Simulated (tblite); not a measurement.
# C2H13BO2Si3: the cost of one run

Computed with tblite 0.8.0 and PySCF 2.14.0, with density-fitted response routines of our own, on a single molecule in the gas phase. Atoms count from 0, in the outputs and in this text.

## Step 1: The starting structure

21 atoms, charge 0, multiplicity 1; geometry from: force field or distance geometry start.

Bonds of the start (Å): B0–Si1 1.96, Si1–C2 1.83, C2–Si3 1.88, Si1–O4 1.71, O4–C5 1.37, C5–Si6 1.87, Si6–O7 1.71, B0–H8 1.20, B0–H9 1.18, Si1–H10 1.48, C2–H11 1.13, C2–H12 1.11, Si3–H13 1.47, Si3–H14 1.47, Si3–H15 1.47, C5–H16 1.12, C5–H17 1.12, Si6–H18 1.49, Si6–H19 1.47, O7–H20 0.98.

## Step 2: Relaxing the molecule with GFN2-xTB

Job settings and geometry (Å):

```
{"job": {"kind": "relax", "xc": "GFN2-xTB", "basis": "xTB"}, "charge": 0, "multiplicity": 1}
B      1.035400    -0.815800    -1.828400
Si    -0.427200    -1.024000    -0.542200
C     -1.375800     0.542100    -0.462900
Si    -2.982100     0.290800     0.488500
O      0.173700    -1.429500     1.009900
C      0.802000    -0.349100     1.569800
Si     2.261200     0.268700     0.572600
O      1.837200     1.557200    -0.468600
H      1.671200    -1.800300    -2.082200
H      0.925000     0.010900    -2.666300
H     -1.337800    -2.087600    -1.028400
H     -1.656700     0.871600    -1.509500
H     -0.864500     1.376600     0.055900
H     -2.771500     0.803200     1.846700
H     -3.993200     1.116300    -0.183100
H     -3.316100    -1.145200     0.471200
H      1.103500    -0.643800     2.603100
H      0.097300     0.524600     1.630700
H      3.208800     0.830300     1.569000
H      2.954700    -0.797800    -0.156900
H      2.645900     1.917500    -0.889500
```

Launch:

```sh
OMP_NUM_THREADS=1 python probes_run.py task.json out
```

One launch serves the whole session: the jobs run in the order shown.

**Question.** How long does this first job take on 1 thread of AMD EPYC, shared host, and how much memory does it need?

About 6.9 s, with a peak of 0.18 GiB.
